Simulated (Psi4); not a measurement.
# A workflow on SnHSF (SMILES [F][Sn][SH]), part 3 of 3

Psi4 1.11. The steps go on from the part before.

**4. Energy and one-electron properties at PBE0-D4/def2-TZVPP (density fitting, core potential) (run 7)**

input.dat

```
memory 3300 mb

molecule system {
  0 1
  F     -2.99942055    -1.05119606     0.38560995
  Sn    -1.22016970     2.07005702     1.18996621
  S      2.78516907     0.58632721    -0.47371088
  H      1.72168979    -1.63769713    -1.09660051
  units au
  symmetry c1
}

set {
  basis def2-TZVPP
  reference rks
  scf_type df
  dft_radial_points 99
  dft_spherical_points 590
}

energy_value, wavefunction = energy("pbe0-d4", return_wfn=True)
oeprop(wavefunction, "DIPOLE", "MULLIKEN_CHARGES", "LOWDIN_CHARGES", "WIBERG_LOWDIN_INDICES")
print_variables()
```

On the command line:

```
$ psi4 input.dat output.dat -n 2
```

output.dat:

```text
Psi4 1.11 release

   => Loading Basis Set <=

    Name: DEF2-TZVPP
    Role: ORBITAL
    Keyword: BASIS

    !!!  WARNING: ECP capability is in beta. Please check occupations closely.  !!!

   => PBE0-D4(BJ,EEQ)ATM: Empirical Dispersion <=

        a1 =       0.400856
        a2 =       5.029288
       alp =      16.000000
        s6 =       1.000000
        s8 =       1.200655
        s9 =       1.000000
        ga =       3.000000
        gc =       2.000000
        wf =       6.000000

         ---------------------------------------------------------
                                   SCF
                              RKS Reference
                        2 Threads,   3147 MiB Core
         ---------------------------------------------------------

  ==> Geometry <==

    Molecular point group: c1
    Full point group: C1

    Geometry (in Bohr), charge = 0, multiplicity = 1:

       Center              X                  Y                   Z               Mass
    ------------   -----------------  -----------------  -----------------  -----------------
         F           -2.344881798980    -2.478518701877    -0.392575135245    18.998403162730
         SN          -0.565630948980     0.642734378123     0.411781124755   119.902201630000
         S            3.439707821020    -0.840995431877    -1.251895965245    31.972071174400
         H            2.376228541020    -3.065019771877    -1.874785595245     1.007825032230

  Running in c1 symmetry.

  Rotational constants: A =      0.27440  B =      0.10332  C =      0.07506 [cm^-1]
  Rotational constants: A =   8226.18023  B =   3097.54730  C =   2250.22928 [MHz]
  Nuclear repulsion =  166.565708954542998

  Charge       = 0
  Multiplicity = 1
  Electrons    = 48
  Nalpha       = 24
  Nbeta        = 24

  ==> Algorithm <==

  SCF Algorithm Type is DF.
  DIIS enabled.
  MOM disabled.
  Fractional occupation disabled.
  Guess Type is SAD.
  Energy threshold   = 1.00e-06
  Density threshold  = 1.00e-06
  Integral threshold = 1.00e-12

  ==> Primary Basis <==

  Basis Set: DEF2-TZVPP
    Blend: DEF2-TZVPP
    Number of shells: 47
    Number of basis functions: 137
    Number of Cartesian functions: 158
    Spherical Harmonics?: true
    Max angular momentum: 3

  Core potential: DEF2-TZVPP
    Number of shells: 4
    Number of ECP primitives: 18
    Number of ECP core electrons: 28
    Max angular momentum: 3

  ==> DFT Potential <==

   => LibXC <=

    Version 7.1.2

   => Composite Functional: PBE0-D4BJEEQATM <=

    PBE0-d4bjeeqatm Hyb-GGA Exchange-Correlation Functional

    Deriv               =              1
    GGA                 =           TRUE
    Meta                =          FALSE

    Exchange Hybrid     =           TRUE
    MP2 Hybrid          =          FALSE

   => Exchange Functionals <=

    0.7500   Perdew, Burke & Ernzerhof

   => Exact (HF) Exchange <=

    0.2500               HF

   => Correlation Functionals <=

    1.0000   Perdew, Burke & Ernzerhof

   => LibXC Density Thresholds  <==

    XC_HYB_GGA_XC_PBEH:  1.00E-15

   => Molecular Quadrature <=

    Radial Scheme          =       TREUTLER
    Pruning Scheme         =           NONE
    Nuclear Scheme         =       TREUTLER

    Blocking Scheme        =         OCTREE
    BS radius alpha        =              1
    Pruning alpha          =              1
    Radial Points          =             99
    Spherical Points       =            590
    Total Points           =         223587
    Total Blocks           =           1701
    Max Points             =            256
    Max Functions          =            130
    Weights Tolerance      =       1.00E-15

   => Loading Basis Set <=

    Name: (DEF2-TZVPP AUX)
    Role: JKFIT
    Keyword: DF_BASIS_SCF

  ==> Integral Setup <==

  DFHelper Memory: AOs need 0.066 GiB; user supplied 1.657 GiB.
  SCF_SUBTYPE=INCORE selected. In-core MEM_DF algorithm will be used.
  Using in-core AOs.

  ==> MemDFJK: Density-Fitted J/K Matrices <==

    J tasked:                   Yes
    K tasked:                   Yes
    wK tasked:                   No
    Memory [MiB]:              1696
    Algorithm:                 Core
    Schwarz Cutoff:           1E-12
    Mask sparsity (%):       3.8574
    Fitting Condition:        1E-10

   => Auxiliary Basis Set <=

  Basis Set: (DEF2-TZVPP AUX)
    Blend: DEF2-UNIVERSAL-JKFIT
    Number of shells: 115
    Number of basis functions: 441
    Number of Cartesian functions: 577
    Spherical Harmonics?: true
    Max angular momentum: 5

  Cached 100.0% of DFT collocation blocks in 0.648 [GiB].

  Minimum eigenvalue in the overlap matrix is 3.1356752287E-03.
  Reciprocal condition number of the overlap matrix is 6.3929827453E-04.
    Using symmetric orthogonalization.

  ==> Pre-Iterations <==

  SCF Guess: Superposition of Atomic Densities via on-the-fly atomic UHF (no occupation information).

 WARNING: Atomic UHF is not converging! Try casting from a smaller basis or call Rob at CCMST.
   -------------------------
    Irrep   Nso     Nmo
   -------------------------
     A        137     137
   -------------------------
    Total     137     137
   -------------------------

  ==> Iterations <==

                           Total Energy        Delta E     RMS |[F,P]|

   @DF-RKS iter SAD:  -711.32255080504490   -7.11323e+02   0.00000e+00
   @DF-RKS iter   1:  -712.60936542172112   -1.28681e+00   6.04290e-03 DIIS/ADIIS
   @DF-RKS iter   2:  -712.33665310266929    2.72712e-01   9.10586e-03 DIIS/ADIIS
   @DF-RKS iter   3:  -712.81727741159466   -4.80624e-01   2.39241e-03 DIIS/ADIIS
   @DF-RKS iter   4:  -712.85289662417199   -3.56192e-02   3.19998e-04 DIIS/ADIIS
   @DF-RKS iter   5:  -712.85338634610912   -4.89722e-04   1.21985e-04 DIIS/ADIIS
   @DF-RKS iter   6:  -712.85347214749186   -8.58014e-05   3.44660e-05 DIIS
   @DF-RKS iter   7:  -712.85348038450263   -8.23701e-06   9.85468e-06 DIIS
   @DF-RKS iter   8:  -712.85348111110932   -7.26607e-07   2.78802e-06 DIIS
   @DF-RKS iter   9:  -712.85348120853280   -9.74235e-08   7.32615e-07 DIIS
  Energy and wave function converged.

  ==> Post-Iterations <==

   Electrons on quadrature grid:
      Ntotal   =   47.9999985311 ; deviation = -1.469e-06

    Orbital Energies [Eh]
    ---------------------

    Doubly Occupied:

       1A    -89.019169     2A    -24.712128     3A     -7.999642
       4A     -5.934919     5A     -5.931771     6A     -5.930028
       7A     -5.172859     8A     -3.510048     9A     -3.503310
      10A     -3.500178    11A     -1.161899    12A     -1.071680
      13A     -1.070812    14A     -1.067896    15A     -1.062421
      16A     -1.048805    17A     -0.738170    18A     -0.499686
      19A     -0.423094    20A     -0.399154    21A     -0.397027
      22A     -0.361251    23A     -0.284839    24A     -0.277352

    Virtual:

      25A     -0.096315    26A     -0.030658    27A     -0.005053
      28A      0.035670    29A      0.100802    30A      0.115356
      31A      0.120718    32A      0.172463    33A      0.185516
      34A      0.193184    35A      0.194072    36A      0.205261
      37A      0.235826    38A      0.269284    39A      0.311135
      40A      0.334678    41A      0.352993    42A      0.403169
      43A      0.440337    44A      0.442483    45A      0.450173
      46A      0.602375    47A      0.628483    48A      0.641010
      49A      0.652771    50A      0.687355    51A      0.691374
      52A      0.724377    53A      0.724948    54A      0.758954
      55A      0.809301    56A      0.809929    57A      0.831375
      58A      0.841693    59A      0.876383    60A      0.920766
      61A      0.994640    62A      1.024244    63A      1.054246
      64A      1.092721    65A      1.106488    66A      1.127164
      67A      1.168661    68A      1.237342    69A      1.271326
      70A      1.465556    71A      1.529901    72A      1.543041
      73A      1.559530    74A      1.609027    75A      1.658481
      76A      1.766697    77A      1.794729    78A      1.820960
      79A      1.829164    80A      1.868708    81A      1.916730
      82A      1.920637    83A      2.009160    84A      2.030347
      85A      2.141343    86A      2.151353    87A      2.211737
      88A      2.306077    89A      2.320188    90A      2.343363
      91A      2.363783    92A      2.436385    93A      2.437573
      94A      2.493030    95A      2.552535    96A      2.622482
      97A      2.643191    98A      3.209695    99A      3.271094
     100A      3.283205   101A      3.310582   102A      3.379131
     103A      3.602986   104A      3.623550   105A      3.747252
     106A      3.953479   107A      3.986733   108A      4.023594
     109A      4.107046   110A      4.591262   111A      6.776997
     112A      6.790957   113A      6.791080   114A      6.855048
     115A      6.927097   116A      6.930390   117A      6.933640
     118A      6.934230   119A      6.937105   120A      6.946188
     121A      6.959430   122A      7.259516   123A      8.342063
     124A      8.348925   125A      8.469813   126A      8.493296
     127A      8.726123   128A      8.884417   129A      9.108388
     130A      9.257597   131A     19.821110   132A     36.161655
     133A     36.751378   134A     36.896312   135A     36.925001
     136A     56.935689   137A    113.543856

    Final Occupation by Irrep:
              A
    DOCC [    24 ]
    NA   [    24 ]
    NB   [    24 ]

  @DF-RKS Final Energy:  -712.85348120853280

   => Energetics <=

    Nuclear Repulsion Energy =            166.5657089545429983
    One-Electron Energy =               -1399.5865173671168122
    Two-Electron Energy =                 561.4332329871465390
    DFT Exchange-Correlation Energy =     -41.2629672864165471
    Empirical Dispersion Energy =          -0.0029384966888842
    VV10 Nonlocal Energy =                  0.0000000000000000
    Total Energy =                       -712.8534812085327985

Computation Completed

Properties will be evaluated at   0.000000,   0.000000,   0.000000 [a0]

Properties computed using the SCF density matrix

 Multipole Moments:

 ------------------------------------------------------------------------------------
     Multipole            Electronic (a.u.)      Nuclear  (a.u.)        Total (a.u.)
 ------------------------------------------------------------------------------------

 L = 1.  Multiply by 2.5417464519 to convert [e a0] to [Debye]
 Dipole X            :        -23.9591806           23.8637366           -0.0954440
 Dipole Y            :         25.5070659          -24.6874587            0.8196072
 Dipole Z            :         16.7394621          -16.3791125            0.3603496
 Magnitude           :                                                    0.9003985

 ------------------------------------------------------------------------------------

	total time  =         35 seconds =       0.58 minutes

Properties will be evaluated at   0.000000,   0.000000,   0.000000 [a0]
OEProp: No title given, name of density matrix used for the following properties is 'SCF density'

 Multipole Moments:

 ------------------------------------------------------------------------------------
     Multipole            Electronic (a.u.)      Nuclear  (a.u.)        Total (a.u.)
 ------------------------------------------------------------------------------------

 L = 1.  Multiply by 2.5417464519 to convert [e a0] to [Debye]
 Dipole X            :        -23.9591806           23.8637366           -0.0954440
 Dipole Y            :         25.5070659          -24.6874587            0.8196072
 Dipole Z            :         16.7394621          -16.3791125            0.3603496
 Magnitude           :                                                    0.9003985

 ------------------------------------------------------------------------------------
  Mulliken Charges: (a.u.)
   Center  Symbol    Alpha    Beta     Spin     Total
       1     F     4.75012  4.75012  0.00000 -0.50025
       2    SN    10.61562 10.61562  0.00000  0.76876
       3     S     8.20266  8.20266  0.00000 -0.40531
       4     H     0.43160  0.43160  0.00000  0.13680

   Total alpha = 24.00000, Total beta = 24.00000, Total charge =  0.00000

  Lowdin Charges: (a.u.)
   Center  Symbol    Alpha    Beta     Spin     Total
       1     F     4.65625  4.65625  0.00000 -0.31251
       2    SN    10.84901 10.84901  0.00000  0.30198
       3     S     7.91858  7.91858  0.00000  0.16284
       4     H     0.57615  0.57615  0.00000 -0.15231

  Total alpha = 24.00000, Total beta = 24.00000, Total charge =  0.00000

  Wiberg Bond Indices using Orthogonal Lowdin Orbitals:

  Irrep: 1 Size: 4 x 4

                 1                   2                   3                   4

    1     0.00000000000000     1.36690192222072     0.05208841704401     0.01487088321170
    2     1.36690192222072     0.00000000000000     1.66720111684898     0.15638807439389
    3     0.05208841704401     1.66720111684898     0.00000000000000     1.25278266698757
    4     0.01487088321170     0.15638807439389     1.25278266698757     0.00000000000000

  Atomic Valences:

 #  #
 Irrep: 1
      1:    1.433861222476434
      2:    3.190491113463588
      3:    2.972072200880554
      4:    1.424041624593154

  Variable Map:
  ----------------------------------------------------------------------------
  "CURRENT ENERGY"                                  =>    -712.853481208533
  "CURRENT REFERENCE ENERGY"                        =>    -712.853481208533
  "DD SOLVATION ENERGY"                             =>       0.000000000000
  "DFT FUNCTIONAL TOTAL ENERGY"                     =>    -712.850542711844
  "DFT TOTAL ENERGY"                                =>    -712.853481208533
  "DFT VV10 ENERGY"                                 =>       0.000000000000
  "DFT XC ENERGY"                                   =>     -41.262967286417
  "DISPERSION CORRECTION ENERGY"                    =>      -0.002938496689
  "GRID ELECTRONS ALPHA"                            =>      23.999999265530
  "GRID ELECTRONS BETA"                             =>      23.999999265530
  "GRID ELECTRONS TOTAL"                            =>      47.999998531060
  "NUCLEAR REPULSION ENERGY"                        =>     166.565708954543
  "ONE-ELECTRON ENERGY"                             =>   -1399.586517367117
  "PBE0-D4(BJ,EEQ)ATM DISPERSION CORRECTION ENERGY" =>      -0.002938496689
  "PCM POLARIZATION ENERGY"                         =>       0.000000000000
  "PE ENERGY"                                       =>       0.000000000000
  "SCF ITERATION ENERGY"                            =>    -712.853481208533
  "SCF ITERATIONS"                                  =>       9.000000000000
  "SCF TOTAL ENERGY"                                =>    -712.853481208533
  "TWO-ELECTRON ENERGY"                             =>     561.433232987147
  "XC GRID RADIAL POINTS"                           =>      99.000000000000
  "XC GRID SPHERICAL POINTS"                        =>     590.000000000000
  "XC GRID TOTAL POINTS"                            =>  223587.000000000000

  Array Variable Map:
  ----------------------------------------------------------------------------
  "CURRENT DIPOLE"                                  =>      -0.095444019227 ... 0.360349589966 1 by 3
  "DIPOLE"                                          =>      -0.095444019227 ... 0.360349589966 1 by 3
  "SCF DIPOLE"                                      =>      -0.095444019227 ... 0.360349589966 1 by 3
  "SCF TOTAL ENERGIES"                              =>    -711.322550805045 ... -712.853481208533 1 by 10

    Psi4 run time: 0:00:36.04
```

Wall time 39 s (2 threads of AMD EPYC (Zen 3), shared host); peak memory 0.96 GiB.

Atomic charges (e):

```
atom  Löwdin  Mulliken
  F1  -0.313    -0.500
 Sn2  +0.302    +0.769
  S3  +0.163    -0.405
  H4  -0.152    +0.137
```

Runs 8 to 9 aren't shown in full; the table further down has their settings and results.

**5. The energy at MP2/def2-QZVPP (density fitting, core potential, density fitting for correlation) (run 10)**

input.dat

```
memory 3300 MB

molecule m {
  F     -1.587225    -0.556269     0.204056
  Sn    -0.645686     1.095427     0.629703
  S      1.473848     0.310271    -0.250677
  H      0.911079    -0.866632    -0.580296
  symmetry c1
}

set scf_type df
set num_frozen_docc 10

e_tot, wfn = energy('mp2/def2-QZVPP', return_wfn=True)
```

On the command line:

```
$ psi4 input.dat output.dat -n 2
```

output.dat, cut to the lines that bear on the results:

```text
[...]
    !!!  WARNING: ECP capability is in beta. Please check occupations closely.  !!!
[...]
  Running in c1 symmetry.
[...]
  Nuclear repulsion =  166.565708924735020
[...]
  Multiplicity = 1
[...]
  Nalpha       = 24
  Nbeta        = 24
[...]
    Number of basis functions: 239
[...]
   @DF-RHF iter   1:  -710.91128818414768   -1.76871e+00   2.65813e-03 ADIIS/DIIS
[...]
   @DF-RHF iter  13:  -711.06025343998328   -1.31877e-11   3.66270e-09 DIIS
[...]
  @DF-RHF Final Energy:  -711.06025343998328
   => Energetics <=
    Nuclear Repulsion Energy =            166.5657089247350200
    One-Electron Energy =               -1399.1878572342800453
    Two-Electron Energy =                 521.5618948695617973
    Total Energy =                       -711.0602534399832848
[...]
```

Run time: 29 s. Hardware: 2 threads of AMD EPYC (Zen 3), shared host; peak memory 0.61 GiB.

**6. Overview of the runs**

```
run                                                                              level  geom maxiter  max force g convergence  energy (Eh)  dipole moment (D)  HOMO energy (eV)  LUMO energy (eV)  wall time
  1                                  PBE-D4/def2-SVP (density fitting, core potential)            60                   0.0005  -712.541290               2.03             -6.31             -3.20       88 s
  2                                PBE0-D4/def2-TZVP (density fitting, core potential)            50                   0.0002  -712.852867               2.27             -7.55             -2.62    2.5 min
  3                                PBE0-D4/def2-TZVP (density fitting, core potential)             –                        –  -712.852867               2.27                 –                 –    8.6 min
  4                                PBE-D4/def2-TZVPP (density fitting, core potential)             –                        –  -712.821805               2.11             -6.48             -3.26       60 s
  5                             r2SCAN-D4/def2-TZVPP (density fitting, core potential)             –                        –  -713.094924               2.13             -6.78             -3.21    1.7 min
  6                              B3LYP-D4/def2-TZVPP (density fitting, core potential)             –                        –  -713.180757               2.35             -7.36             -2.85       44 s
  7                               PBE0-D4/def2-TZVPP (density fitting, core potential)             –                        –  -712.853481               2.29             -7.55             -2.62       39 s
  8                               wB97M-V/def2-TZVPP (density fitting, core potential)             –                        –  -712.986156               2.39             -9.61             -0.92    1.8 min
  9              CCSD(T)/def2-TZVPP (density fitting, density fitting for correlation)             –                        –      timeout                  –                 –                 –      5 min
 10  MP2/def2-QZVPP (density fitting, core potential, density fitting for correlation)             –                        –  -712.049218                  –             -9.79             -0.06       29 s
```

**7. Results**

What follows sums up all 3 parts.

```
                                                            quantity          value
                                run 10, MP2/def2-QZVPP: total energy  -712.04922 Eh
         run 10, MP2/def2-QZVPP: HOMO energy (Hartree–Fock orbitals)       -9.79 eV
         run 10, MP2/def2-QZVPP: LUMO energy (Hartree–Fock orbitals)       -0.06 eV
       run 10, MP2/def2-QZVPP: HOMO–LUMO gap (Hartree–Fock orbitals)        9.73 eV
run 10, MP2/def2-QZVPP: correlation energy (10 core orbitals frozen)     -989.0 mEh
```

Over runs 3, 4, 5, 6, 7, 8 the dipole moment (its size) runs from 2.11 D (PBE-D4/def2-TZVPP) to 2.39 D (wB97M-V/def2-TZVPP). Over runs 4, 5, 6, 7, 8 the HOMO–LUMO gap runs from 3.22 eV (PBE-D4/def2-TZVPP) to 8.70 eV (wB97M-V/def2-TZVPP). Totals of different functionals can't be ranked against each other. All runs together took 24 min, the longest 8.6 min. 1 of the 10 runs did not end normally.
